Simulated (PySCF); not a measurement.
# InH3 (SMILES [H][In]([H])[H]): BCCD(T)/LANL2DZ (core potential)

What is the energy change on altering one bond length of InH3 at BCCD(T)/LANL2DZ (core potential)? 

The results are computed with PySCF 2.14.0.

6 further runs of the same task are left out: 6 set aside as unsound or not needed.

## 1. The structure to begin with

InH3: 4 atoms, total charge 0, spin state singlet. As SMILES, `[H][In]([H])[H]`. Geometry: a GFN2-xTB relaxation, a rough one for these elements and not checked as a minimum.

Bond lengths: In1–H2 1.719 Å, In1–H3 1.719 Å, In1–H4 1.718 Å. Angles: H2–In1–H3 120.0°, H2–In1–H4 120.1°, H3–In1–H4 119.9°.

## 2. A single-point energy at BCCD(T)/LANL2DZ (core potential)

Input file job.py:

```python
# InH3
from pyscf import gto, scf, cc
from pyscf.cc.bccd import bccd_kernel_

mol = gto.M(
    atom='''
In     0.001209    -0.001398    -0.001020
H      3.248307    -0.052515     0.025530
H     -1.576995     2.837235    -0.033599
H     -1.672521    -2.783340     0.009090
''',
    verbose=3,
    ecp={'In': 'lanl2dz'},
    charge=0,
    max_memory=1860,
    spin=0,
    unit='bohr',
    basis='lanl2dz',
)

hf = scf.RHF(mol)
hf.conv_tol = 1e-10
hf.kernel()
if not hf.converged:
    hf = hf.newton().run(hf.mo_coeff, hf.mo_occ)

mycc = cc.CCSD(hf).run()
mycc = bccd_kernel_(mycc, diis=True)
e_t = mycc.ccsd_t()
e_tot = mycc.e_tot + e_t
print('E(%s) = %.9f' % ('BCCD(T)', e_tot))
```

Started as:

```
$ OMP_NUM_THREADS=1 python job.py
```

Output:

```text
converged SCF energy = -3.47747306410301
E(CCSD) = -3.533950325915286  E_corr = -0.05647726181227712
BCCD loop starts.

******** <class 'pyscf.cc.ccsd.CCSD'> ********
CC2 = 0
CCSD nocc = 3, nmo = 14
max_cycle = 50
direct = 0
conv_tol = 1e-07
conv_tol_normt = 1e-05
diis_space = 6
diis_start_cycle = 0
diis_start_energy_diff = 1e+09
Init E_corr(CCSD) = -0.0564568813370674
cycle = 1  E_corr(CCSD) = -0.0580938189640657  dE = -0.00163693763  norm(t1,t2) = 0.0215161
cycle = 2  E_corr(CCSD) = -0.0578819695953847  dE = 0.000211849369  norm(t1,t2) = 0.00503427
cycle = 3  E_corr(CCSD) = -0.0576580846073437  dE = 0.000223884988  norm(t1,t2) = 0.00197056
cycle = 4  E_corr(CCSD) = -0.057584711362248  dE = 7.33732451e-05  norm(t1,t2) = 0.000433559
cycle = 5  E_corr(CCSD) = -0.0575803492900265  dE = 4.36207222e-06  norm(t1,t2) = 8.86888e-05
cycle = 6  E_corr(CCSD) = -0.0575821114749595  dE = -1.76218493e-06  norm(t1,t2) = 3.02691e-05
cycle = 7  E_corr(CCSD) = -0.057582609889851  dE = -4.98414891e-07  norm(t1,t2) = 9.06173e-06
cycle = 8  E_corr(CCSD) = -0.0575826387349623  dE = -2.88451114e-08  norm(t1,t2) = 1.7185e-06
CCSD converged
E(CCSD) = -3.533935024169188  E_corr = -0.05758263873496234
BCC iter:    0  E:      -3.533935024169  dE:    1.530e-05  |t1|:    1.258e-03

******** <class 'pyscf.cc.ccsd.CCSD'> ********
CC2 = 0
CCSD nocc = 3, nmo = 14
max_cycle = 50
direct = 0
conv_tol = 1e-07
conv_tol_normt = 1e-05
diis_space = 6
diis_start_cycle = 0
diis_start_energy_diff = 1e+09
Init E_corr(CCSD) = -0.0575756160337494
cycle = 1  E_corr(CCSD) = -0.0575726916540874  dE = 2.92437966e-06  norm(t1,t2) = 0.0010376
cycle = 2  E_corr(CCSD) = -0.057569288342573  dE = 3.40331151e-06  norm(t1,t2) = 0.000236489
cycle = 3  E_corr(CCSD) = -0.0575692071879893  dE = 8.11545837e-08  norm(t1,t2) = 7.59683e-05
cycle = 4  E_corr(CCSD) = -0.057570626050918  dE = -1.41886293e-06  norm(t1,t2) = 1.16974e-05
cycle = 5  E_corr(CCSD) = -0.0575711069035218  dE = -4.80852604e-07  norm(t1,t2) = 1.93648e-06
cycle = 6  E_corr(CCSD) = -0.0575711487916146  dE = -4.18880929e-08  norm(t1,t2) = 3.30618e-07
CCSD converged
E(CCSD) = -3.533935554119284  E_corr = -0.05757114879161464
BCC iter:    1  E:      -3.533935554119  dE:   -5.300e-07  |t1|:    1.041e-04

******** <class 'pyscf.cc.ccsd.CCSD'> ********
CC2 = 0
CCSD nocc = 3, nmo = 14
max_cycle = 50
direct = 0
conv_tol = 1e-07
conv_tol_normt = 1e-05
diis_space = 6
diis_start_cycle = 0
diis_start_energy_diff = 1e+09
Init E_corr(CCSD) = -0.0575713374614135
cycle = 1  E_corr(CCSD) = -0.0575712851346831  dE = 5.23267304e-08  norm(t1,t2) = 8.01838e-05
cycle = 2  E_corr(CCSD) = -0.0575715488333567  dE = -2.63698674e-07  norm(t1,t2) = 1.80223e-05
cycle = 3  E_corr(CCSD) = -0.0575716336535626  dE = -8.48202059e-08  norm(t1,t2) = 5.92086e-06
CCSD converged
E(CCSD) = -3.533935639773421  E_corr = -0.05757163365356262
BCC iter:    2  E:      -3.533935639773  dE:   -8.565e-08  |t1|:    1.304e-06
CCSD(T) correction = -0.000655941047421345
E(BCCD(T)) = -3.534591581
```

Wall time 1 s (1 thread of Arm Neoverse V1, shared host); peak memory 0.12 GiB.

## 3. The distorted shape

Input file input.xyz:

```xyz
4

In     0.167654    -0.301139     0.002908
H      1.885944    -0.328189     0.016958
H     -0.834510     1.501400    -0.017780
H     -0.718046    -1.773279     0.008258
```

Input file run.py:

```python
from pyscf import gto, scf, cc
from pyscf.cc.bccd import bccd_kernel_

molecule = gto.M(
    atom='input.xyz',
    basis='lanl2dz',
    max_memory=1860,
    ecp={'In': 'lanl2dz'},
    verbose=4,
)

mf = scf.RHF(molecule)
mf.conv_tol = 1e-10
mf.kernel()
if not mf.converged:
    mf = mf.newton().run(mf.mo_coeff, mf.mo_occ)

mycc = cc.CCSD(mf).run()
mycc = bccd_kernel_(mycc, diis=True)
e_t = mycc.ccsd_t()
e_final = mycc.e_tot + e_t
print('E = %.10f Eh' % e_final)
```

Started as:

```
$ OMP_NUM_THREADS=1 python run.py
```

Output:

```text
PySCF version 2.14.0

[INPUT] num. atoms = 4
[INPUT] num. electrons = 6
[INPUT] charge = 0
[INPUT] spin (= nelec alpha-beta = 2S) = 0
[INPUT] symmetry False subgroup None
[INPUT] Mole.unit = angstrom
[INPUT] Symbol           X                Y                Z      unit          X                Y                Z       unit  Magmom
[INPUT]  1 In     0.167654000000  -0.301139000000   0.002908000000 AA    0.316820143688  -0.569070235425   0.005495323570 Bohr   0.0
[INPUT]  2 H      1.885944000000  -0.328189000000   0.016958000000 AA    3.563917646267  -0.620187327095   0.032045975620 Bohr   0.0
[INPUT]  3 H     -0.834510000000   1.501400000000  -0.017780000000 AA   -1.576995348211   2.837234803422  -0.033599330495 Bohr   0.0
[INPUT]  4 H     -0.718046000000  -1.773279000000   0.008258000000 AA   -1.356910284839  -3.351011652443   0.015605358337 Bohr   0.0

nuclear repulsion = 3.11808106267859
number of shells = 10
number of NR pGTOs = 24
number of NR cGTOs = 14
basis = lanl2dz
ecp = {'In': 'lanl2dz'}

[... 33 lines left out ...]
converged SCF energy = -3.46020192677414
[... 11 lines left out ...]
Init t2, MP2 energy = -3.50190406731621  E_corr(MP2) -0.041702140542077
[... 11 lines left out ...]
CCSD converged
[... 22 lines left out ...]
CCSD converged
[... 21 lines left out ...]
CCSD converged
[... 3 lines left out ...]
******** <class 'pyscf.cc.ccsd.CCSD'> ********
CC2 = 0
CCSD nocc = 3, nmo = 14
max_cycle = 50
direct = 0
conv_tol = 1e-07
conv_tol_normt = 1e-05
diis_space = 6
diis_start_cycle = 0
diis_start_energy_diff = 1e+09
Init E_corr(CCSD) = -0.0632353170034656
cycle = 1  E_corr(CCSD) = -0.0632359483557881  dE = -6.31352322e-07  norm(t1,t2) = 0.000203904
cycle = 2  E_corr(CCSD) = -0.063236557649498  dE = -6.0929371e-07  norm(t1,t2) = 4.28404e-05
cycle = 3  E_corr(CCSD) = -0.0632366479664612  dE = -9.03169632e-08  norm(t1,t2) = 1.57588e-05
cycle = 4  E_corr(CCSD) = -0.0632363918835769  dE = 2.56082884e-07  norm(t1,t2) = 2.97641e-06
cycle = 5  E_corr(CCSD) = -0.0632362630136002  dE = 1.28869977e-07  norm(t1,t2) = 9.97764e-07
cycle = 6  E_corr(CCSD) = -0.0632362427345696  dE = 2.02790306e-08  norm(t1,t2) = 2.54916e-07
CCSD converged
E(CCSD) = -3.52202324413137  E_corr = -0.0632362427345696
BCC iter:    2  E:      -3.522023244131  dE:    1.795e-07  |t1|:    8.385e-06
CCSD(T) correction = -0.000832672476009475
E = -3.5228559166 Eh
```

Wall time 1.1 s (1 thread of Arm Neoverse V1, shared host); peak memory 0.12 GiB.

## 4. Summary of results

At BCCD(T)/LANL2DZ (core potential):

```
                                                          quantity        value
                                         first shape: total energy  -3.53459 Eh
                                   first shape: correlation energy    -57.1 mEh
                                       first shape: (T) correction    -0.66 mEh
                                     distorted shape: total energy  -3.52286 Eh
                               distorted shape: correlation energy    -62.7 mEh
                                   distorted shape: (T) correction    -0.83 mEh
energy change with the In1–H3 bond stretched from 1.719 to 2.063 Å     0.319 eV
```

**Reading.** With the In1–H3 bond stretched from 1.719 to 2.063 Å the energy rises by 0.32 eV (7.4 kcal/mol). The first shape isn't relaxed at this level, so the change isn't measured from a minimum. The triples (first shape) make up 1.1 % of the correlation energy. The triples (distorted shape) make up 1.3 % of the correlation energy.
